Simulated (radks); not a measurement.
# Ionising dysprosium step by step, Dy²²⁺ to Dy⁴³⁺

One table from this session's results is given with a row withheld; the runs are named, their logs left out.

Program: radks (a radial shooting solver on a logarithmic mesh, Libxc functionals) version 1. Level of theory: non-relativistic Kohn-Sham, PBE, spin-polarised, spherical densities, point nucleus; open shells are filled with parallel spins first. These are calculated values, not measurements, unless marked.

## Starting point

```
element             : dysprosium (Z = 66)
charges             : 22 to 43
first configuration : [Kr] 4d8
last configuration  : [Ar] 3d5
```

The outer shells:

Dy²²⁺
```
[Kr] core
4d [↑↓][↑↓][↑↓][↑ ][↑ ]
```

Dy⁴³⁺
```
[Ar] core
3d [↑ ][↑ ][↑ ][↑ ][↑ ]
```

Set-up of the first run:

Input:

```text
Z 66
configuration [Kr] 4d8 5s0 5p0
relativity non-relativistic
functional pbe,pbe
spin polarised
nucleus point
```

Steps of the session up to this table: Dy²²⁺, [Kr] 4d8.

One table of the session follows, with a row left open; its other results are not shown here.

It belongs to the step «Dy²²⁺, [Kr] 4d8». From the orbitals of this run (lengths in bohr):

| level | <r> | outermost maximum (interpolated) | 90 % within | nodes |
| --- | --- | --- | --- | --- |
| 4p up | 0.5352 | 0.511 | 0.766 | 2 |
| 4p down | 0.5356 | 0.511 | 0.767 | 2 |
| 4d up | 0.5387 | 0.504 | 0.788 | 1 |
| 4d down | 0.5392 | 0.504 | 0.790 | 1 |
| 5s up | 0.9755 | 0.979 | 1.35 | 4 |
| 5s down | 0.9772 | 0.980 | 1.35 | 4 |
| 5p up | ? | ? | ? | ? |
| 5p down | 1.001 | 1.00 | 1.39 | 3 |

Estimate the missing values for 5p up.

The run gave: <r>: 0.9995; outermost maximum (interpolated): 1.00; 90 % within: 1.39; nodes: 3. In the column «<r>» it lies between 5s down (0.9772) and 5p down (1.001).

Caveats from the session: Relativity is left out here, which matters for elements this heavy. Open shells are spherical and high-spin; term and fine-structure splittings are not resolved.
